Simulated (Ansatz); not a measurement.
# AlSi2Cl (P-6m2) in Ansatz: further runs

Runs on AlSi2Cl. Level: PBE. Tasks: single point.

All numbers are computed with Ansatz 0.2.0; they aren't measurements. Logs are shortened: lines on timing, memory, paths and dates and some standing lists are left out, and cuts for length are marked.

**1. The crystal as given**

The structure is hexagonal, space group P-6m2 (No. 187). Conventional cell: a = 3.803 Å, b = 3.803 Å, c = 4.990 Å, α = 90.00°, β = 90.00°, γ = 120.00°. Al (site symmetry -6m2) is surrounded by 6 Si at 2.52 Å. Around Si (site symmetry 3m) lie 2 Si at 2.46 to 2.53 Å and 3 Al at 2.52 Å and 3 Cl at 2.53 Å. Around Cl (site symmetry -6m2) lie 6 Si at 2.53 Å.

The cell was built by a generator and needn't be a form met in nature.

**2. Single point, PBE, 14.69 Å³/atom (volume scaled by 0.94)**

input.yaml reads:

```yaml
crystal:
  lattice:
    - [3.7251903904, 0.0, 0.0]
    - [-1.8625951952, 3.2261095079, 0.0]
    - [0.0, 0.0, 4.8879996563]
  atoms:
    - { symbol: Al, position: [0.66666667, 0.33333333, 0.5] }
    - { symbol: Si, position: [0.0, 0.0, 0.74681759] }
    - { symbol: Si, position: [0.0, 0.0, 0.25318241] }
    - { symbol: Cl, position: [0.33333333, 0.66666667, 0.0] }
kpoints:
  mp_grid: { grid: [8, 8, 6] }
scf:
  occupations: { method: fermi_dirac, width: 0.05 }
hamiltonian:
  xc: pbe
  pseudopotentials: { kind: all_electron, lapw: { basis_error: 0.001 } }
output:
  forces: true
  stress: true
  eigenvalues: true
```

Potentials or basis: all-electron LAPW, scalar-relativistic.

Launch:

```bash
$ ansatz run input.yaml --threads 2 --pin off --max-ram 6144MiB --backend cpu --events-out ev --progress --plain --runs-dir out
```

The program printed:

```text
Warning: RAYON_NUM_THREADS=2 ignored (pool sized by the plan → 2); use --threads N
LAPW: plane waves up to 7.288 Å⁻¹, error target 1.0e-3 eV per atom; small_component_spin mean_spin; Al in spheres of 1.260 Å, 11 of its electrons in bands, Dirac shells []; Si in spheres of 1.206 Å, 12 of its electrons in bands, Dirac shells []; Cl in spheres of 1.274 Å, 15 of its electrons in bands, Dirac shells [] (how accurate: hamiltonian.pseudopotentials.lapw.basis_error, Limitations)
Engine: ansatz 0.2.0, x86_64-unknown-linux-gnu
Pseudopotentials: kind: all_electron
Pseudopotential: Al, LAPW, valence charge 11, lapw/all_electron/scalar/gaussian/Al, Koelling and Harmon's equation, gaussian nucleus
Pseudopotential: Si, LAPW, valence charge 12, lapw/all_electron/scalar/gaussian/Si, Koelling and Harmon's equation, gaussian nucleus
Pseudopotential: Cl, LAPW, valence charge 15, lapw/all_electron/scalar/gaussian/Cl, Koelling and Harmon's equation, gaussian nucleus
Functional definition: PBE
  parameter kappa = 0.804
  parameter beta = 0.06672455060314922
  exchange = pbe_x(kappa = kappa, mu = beta*pi^2/3)
  correlation = pbe_c(beta = beta)
Crystal: 4 atoms, lattice volume = 58.743 Å³
Basis set: ecut = 202.39311764069922 eV, 413 PW (Γ), exchange–correlation at level 2
Bands: 30, of which v1, the nominal top of the filled ones, is band 25 counted from 1 (24 counted from 0)
Symmetry: 12 space group operations
Space group: P-6m2 (ITA 187), of the structure as read, at distance tolerance 3.9e-5 Å
k-points: 40 of 384 (time reversal used)
Non-local potential: Al, projectors of the file, none
Non-local potential: Si, projectors of the file, none
Non-local potential: Cl, projectors of the file, none
Initial density: superposition of atomic densities (chi_scale 0.1, normalization cell, long waves kept (reshape's long-wave potential 0.19 eV rms))
Initial wavefunctions: plane waves of lowest kinetic energy (no species holds an atomic orbital)
Functional: x = pbe(κ = 0.804, μ = 0.2195149727645171), c = pbe(β = 0.06672455060314922)
iter 1 solved again at ethr=4.25e-3 eV; its pass at ethr=1.00e-1 eV (dr2=2.12e0 eV) is discarded
SCF iter   1: F=—  HF=-34947.579482 eV  |F-HF|=—  |Δ(HF+E_count)|=         —  Δρ=3.67e-2  dr2=2.13e0  ethr=4.25e-3  ⟨swp⟩=2.0  Hψ=8341  notcnv=0
preconditioner: auto → Kerker (q_TF=auto, 2.656 Å⁻¹)  [metal: Δε(μ)=0.100 eV  Ē_g=10.018 eV  σ=0.050 eV  W_gap=0.46  n_scr=22 (ndim 8)  ℏωp=20.6 eV  f_vac=0.000  D(μ)=0.77/eV (n_scr^D=2)]
SCF iter   2: F=—  HF=-34947.250895 eV  |F-HF|=—  |Δ(HF+E_count)|=   3.29e-1  Δρ=2.42e-2  dr2=9.26e-1  ethr=4.25e-3  ⟨swp⟩=2.0  Hψ=3469  notcnv=0
preconditioner: auto → Resta (q_TF=auto, 2.656 Å⁻¹)  ε∞=5.1  [insulator: Δε(μ)=0.162 eV  Ē_g=10.109 eV  σ=0.050 eV  W_gap=0.54  n_scr=22 (ndim 8)  ℏωp=20.6 eV  f_vac=0.000  D(μ)=0.78/eV (n_scr^D=2)  ε∞_Penn≈5.1]
iter 3 solved again at ethr=1.79e-4 eV; its pass at ethr=1.85e-3 eV (dr2=8.93e-2 eV) is discarded
SCF iter   3: F=—  HF=-34947.024690 eV  |F-HF|=—  |Δ(HF+E_count)|=   2.26e-1  Δρ=7.17e-3  dr2=8.89e-2  ethr=1.79e-4  ⟨swp⟩=2.0  Hψ=6116  notcnv=0
SCF iter   4: F=—  HF=-34947.004312 eV  |F-HF|=—  |Δ(HF+E_count)|=         —  Δρ=2.50e-3  dr2=4.79e-3  ethr=1.78e-4  ⟨swp⟩=3.0  Hψ=3691  notcnv=0
the basis was enlarged: its passes take 444.7 KiB over the memory plan, 2 of 2 planned eigensolver slots
SCF iter   5: F=—  HF=-34947.001843 eV  |F-HF|=—  |Δ(HF+E_count)|=   2.47e-3  Δρ=7.42e-4  dr2=4.60e-4  ethr=9.57e-6  ⟨swp⟩=2.1  Hψ=3330  notcnv=0
SCF iter   6: F=—  HF=-34947.002045 eV  |F-HF|=—  |Δ(HF+E_count)|=   2.02e-4  Δρ=2.22e-4  dr2=3.83e-5  ethr=9.19e-7  ⟨swp⟩=2.9  Hψ=3422  notcnv=0
SCF iter   7: F=—  HF=-34947.002074 eV  |F-HF|=—  |Δ(HF+E_count)|=   2.94e-5  Δρ=5.31e-5  dr2=2.00e-6  ethr=7.65e-8  ⟨swp⟩=3.0  Hψ=3548  notcnv=0
SCF iter   8: F=—  HF=-34947.002075 eV  |F-HF|=—  |Δ(HF+E_count)|=   7.16e-7  Δρ=1.54e-5  dr2=1.67e-7  ethr=4.00e-9  ⟨swp⟩=3.0  Hψ=3558  notcnv=0
SCF iter   9: F=-34947.002075 eV  HF=-34947.002075 eV  |F-HF|=1.67e-10  |Δ(HF+E_count)|=   1.79e-7  Δρ=3.56e-6  dr2=1.04e-8  ethr=3.34e-10  ⟨swp⟩=3.0  Hψ=3607  notcnv=0
SCF 1 converged in 9 iterations: F = -34947.002075 eV  dr2 = 1.04e-8
SCF converged after 9 iterations
Free energy (F): -34947.002075 eV
Harris-Foulkes:  -34947.002075 eV  (|F-HF|=1.67e-10)
Internal energy: -34946.996704 eV  (E = F + TS)
E sigma→0 (E₀):  -34946.999390 eV
Entropy (-TS):   -0.005371 eV (-1.343 meV/atom)
Fermi energy:    11.489403 eV
--- Per-component energies (eV) ---
  E_band       = -3369.960968
  E_kinetic    = 35101.948608
  E_xc         = -2416.445252
  E_electrostatic = -67632.500060  (all electrons and nuclei)
  E_smearing   = -0.005371  (= −TS)
  E_closure    = 0.000000  (closes the sum)
  E_atoms      = -34933.723237  (free atoms, spherical and without spin; not in F)
  Σ components = -34947.002075   (vs F -34947.002075, Δ=0.00e0)
  Basis errors (estimates in eV, not in F): energy 4.1e-4 per atom: plane waves 3.8e-4 (2.1e-4 summed), levels above the bands 6.2e-39, relativity 2.2e-8, radial functions 3.3e-5, core shells 3.5e-12; eigenvalues (radial functions only) 1.7e-6; not estimated: angular momenta, meshes, grids; target (lapw.basis_error) 1.0e-3; muffin-tin radii Al 1.260 Å, Si 1.206 Å, Cl 1.274 Å
--- Forces (eV/Å), atoms counted from 1 ---
  atom   1  Al     0.00000000    -0.00000000    -0.00000000
  atom   2  Si     0.00000000    -0.00000000    -0.81675077
  atom   3  Si     0.00000000    -0.00000000     0.81675077
  atom   4  Cl     0.00000000     0.00000000     0.00000000
  max |Σ_I F_I| component: 5.55e-17 eV/Å
--- Stress (GPa, compression-positive) ---
       33.156053      -0.000000      -0.000000
       -0.000000      33.156053       0.000000
       -0.000000       0.000000      25.154196
  P = ⅓ Tr σ = 30.4888 GPa (304.888 kbar)
--- Band table (eV; the first three rows and the last of 40) ---
  k-point 0: bands = ["-236.7119", "-175.6406", "-175.6406", "-175.6060", "-122.6622", "-122.6600", "-90.7225", "-78.7115", "-78.7115", "-78.7099", "-78.7099", "-78.7045", "-78.6852", "-52.1957", "-52.1679", "-52.1679", "-7.0983", "1.0461", "2.5750", "5.5359", "5.5359", "7.7075", "10.6952", "10.6952", "10.9684", "13.9216", "14.8390", "14.8390", "16.2745", "16.2745"]
  k-point 1: bands = ["-236.7119", "-175.6406", "-175.6406", "-175.6060", "-122.6620", "-122.6601", "-90.7225", "-78.7114", "-78.7114", "-78.7100", "-78.7100", "-78.7032", "-78.6865", "-52.1957", "-52.1679", "-52.1679", "-7.0733", "0.4806", "3.3478", "5.5548", "5.5548", "7.5835", "10.8009", "10.8009", "10.9268", "13.9813", "13.9813", "14.1545", "15.9267", "15.9267"]
  k-point 2: bands = ["-236.7119", "-175.6406", "-175.6406", "-175.6060", "-122.6617", "-122.6605", "-90.7225", "-78.7111", "-78.7111", "-78.7103", "-78.7103", "-78.6998", "-78.6899", "-52.1957", "-52.1679", "-52.1679", "-7.0217", "-0.1738", "4.5692", "5.5936", "5.5936", "7.1334", "11.0405", "11.0788", "11.0788", "13.0147", "13.0147", "14.6204", "15.0168", "15.0168"]
  k-point 39: bands = ["-236.7119", "-175.6406", "-175.6406", "-175.6060", "-122.6613", "-122.6609", "-90.7225", "-78.7109", "-78.7109", "-78.7106", "-78.7106", "-78.6963", "-78.6934", "-52.1956", "-52.1684", "-52.1682", "-6.1648", "1.0450", "2.4196", "3.4706", "3.9299", "5.9022", "10.4559", "10.4859", "11.9293", "13.2568", "13.5765", "14.1682", "16.9850", "17.7555"]
```

Wall time 6.3 s (2 threads of Intel Xeon 6975P-C (Granite Rapids), shared host); peak memory 0.37 GiB.

Results:

* Free energy: -34947.0021 eV
* Pressure: 30.5 GPa
* Largest force: 0.817 eV/Å
* Band gap on the k mesh: none (metal or under the smearing width)

**3. Single point, PBE, 15.00 Å³/atom (volume scaled by 0.96)**

input.yaml: that of step 2 with these lines changed.

```diff
@@ -2,5 +2,5 @@
   lattice:
-    - [3.7251903904, 0.0, 0.0]
-    - [-1.8625951952, 3.2261095079, 0.0]
-    - [0.0, 0.0, 4.8879996563]
+    - [3.7514249899, 0.0, 0.0]
+    - [-1.875712495, 3.2488293375, 0.0]
+    - [0.0, 0.0, 4.9224233233]
   atoms:
```

Potentials or basis: all-electron LAPW, scalar-relativistic.

Launch:

```bash
$ ansatz run input.yaml --threads 2 --pin off --max-ram 6144MiB --backend cpu --events-out ev --progress --plain --runs-dir out
```

Wall time 6.8 s (2 threads of Intel Xeon 6975P-C (Granite Rapids), shared host); peak memory 0.37 GiB.

Results (log left out):

| Quantity | Value |
| --- | --- |
| Free energy | -34947.2266 eV |
| Pressure | 27.1 GPa |
| Largest force | 0.837 eV/Å |
| Band gap on the k mesh | none (metal or under the smearing width) |

**4. Single point, PBE, 15.31 Å³/atom (volume scaled by 0.98)**

input.yaml: that of step 3 with these lines changed.

```diff
@@ -2,5 +2,5 @@
   lattice:
-    - [3.7514249899, 0.0, 0.0]
-    - [-1.875712495, 3.2488293375, 0.0]
-    - [0.0, 0.0, 4.9224233233]
+    - [3.777297704, 0.0, 0.0]
+    - [-1.888648852, 3.2712357651, 0.0]
+    - [0.0, 0.0, 4.9563721431]
   atoms:
```

Launch:

```bash
$ ansatz run input.yaml --threads 2 --pin off --max-ram 6144MiB --backend cpu --events-out ev --progress --plain --runs-dir out
```

It took 6.8 s on 2 threads of Intel Xeon 6975P-C (Granite Rapids), shared host; peak memory 0.36 GiB.

The run converged. Its results:

```yaml
Free_energy: -34947.4261 eV
Pressure: 24.1 GPa
Largest_force: 0.856 eV/Å
Band_gap_on_the_k_mesh: none (metal or under the smearing width)
```

**5. Single point, PBE, 15.62 Å³/atom**

input.yaml: that of step 4 with these lines changed.

```diff
@@ -2,5 +2,5 @@
   lattice:
-    - [3.777297704, 0.0, 0.0]
-    - [-1.888648852, 3.2712357651, 0.0]
-    - [0.0, 0.0, 4.9563721431]
+    - [3.80282076, 0.0, 0.0]
+    - [-1.90141038, 3.29333938, 0.0]
+    - [0.0, 0.0, 4.98986216]
   atoms:
```

Launch:

```bash
$ ansatz run input.yaml --threads 2 --pin off --max-ram 6144MiB --backend cpu --events-out ev --progress --plain --runs-dir out
```

It took 6.5 s on 2 threads of Intel Xeon 6975P-C (Granite Rapids), shared host; peak memory 0.36 GiB.

It converged, with:

- Free energy: -34947.6027 eV
- Pressure: 21.2 GPa
- Largest force: 0.874 eV/Å
- Band gap on the k mesh: none (metal or under the smearing width)

**6. Single point, PBE, 15.94 Å³/atom (volume scaled by 1.02)**

input.yaml: that of step 5 with these lines changed.

```diff
@@ -2,5 +2,5 @@
   lattice:
-    - [3.80282076, 0.0, 0.0]
-    - [-1.90141038, 3.29333938, 0.0]
-    - [0.0, 0.0, 4.98986216]
+    - [3.8280057374, 0.0, 0.0]
+    - [-1.9140028687, 3.3151502102, 0.0]
+    - [0.0, 0.0, 5.0229085678]
   atoms:
```

Potentials or basis: all-electron LAPW, scalar-relativistic.

Launch:

```bash
$ ansatz run input.yaml --threads 2 --pin off --max-ram 6144MiB --backend cpu --events-out ev --progress --plain --runs-dir out
```

It took 6.5 s on 2 threads of Intel Xeon 6975P-C (Granite Rapids), shared host; peak memory 0.35 GiB.

Results (log left out):

```
Free energy            : -34947.7582 eV
Pressure               : 18.7 GPa
Largest force          : 0.891 eV/Å
Band gap on the k mesh : none (metal or under the smearing width)
```

**7. Single point, PBE, 16.25 Å³/atom (volume scaled by 1.04)**

input.yaml: that of step 6 with these lines changed.

```diff
@@ -2,5 +2,5 @@
   lattice:
-    - [3.8280057374, 0.0, 0.0]
-    - [-1.9140028687, 3.3151502102, 0.0]
-    - [0.0, 0.0, 5.0229085678]
+    - [3.852863614, 0.0, 0.0]
+    - [-1.926431807, 3.3366777628, 0.0]
+    - [0.0, 0.0, 5.0555257712]
   atoms:
```

Launch:

```bash
$ ansatz run input.yaml --threads 2 --pin off --max-ram 6144MiB --backend cpu --events-out ev --progress --plain --runs-dir out
```

Wall time 6 s (2 threads of Intel Xeon 6975P-C (Granite Rapids), shared host); peak memory 0.35 GiB.

Results (log left out):

```yaml
Free_energy: -34947.8945 eV
Pressure: 16.3 GPa
Largest_force: 0.907 eV/Å
Band_gap_on_the_k_mesh: none (metal or under the smearing width)
```

**8. Single point, PBE, 16.56 Å³/atom (volume scaled by 1.06)**

input.yaml: that of step 7 with these lines changed.

```diff
@@ -2,5 +2,5 @@
   lattice:
-    - [3.852863614, 0.0, 0.0]
-    - [-1.926431807, 3.3366777628, 0.0]
-    - [0.0, 0.0, 5.0555257712]
+    - [3.8774048083, 0.0, 0.0]
+    - [-1.9387024041, 3.3579310604, 0.0]
+    - [0.0, 0.0, 5.0877274405]
   atoms:
```

Launch:

```bash
$ ansatz run input.yaml --threads 2 --pin off --max-ram 6144MiB --backend cpu --events-out ev --progress --plain --runs-dir out
```

Wall time 6.4 s (2 threads of Intel Xeon 6975P-C (Granite Rapids), shared host); peak memory 0.35 GiB.

The run converged. Its results:

```
Free energy            : -34948.0132 eV
Pressure               : 14.2 GPa
Largest force          : 0.922 eV/Å
Band gap on the k mesh : none (metal or under the smearing width)
```

**9. The reference run**

An earlier run on the cell as given: functional PBE; potentials or basis all-electron LAPW, scalar-relativistic; cutoff 193 eV (chosen from the basis error); basis error allowed 0.001 eV/atom; k mesh 8 × 8 × 6; occupations fermi-dirac, width 0.05 eV; no spin polarisation.

- Pressure: 21.2 GPa
- Largest force: 0.874 eV/Å
- Band gap on the k mesh: none (metal or under the smearing width)
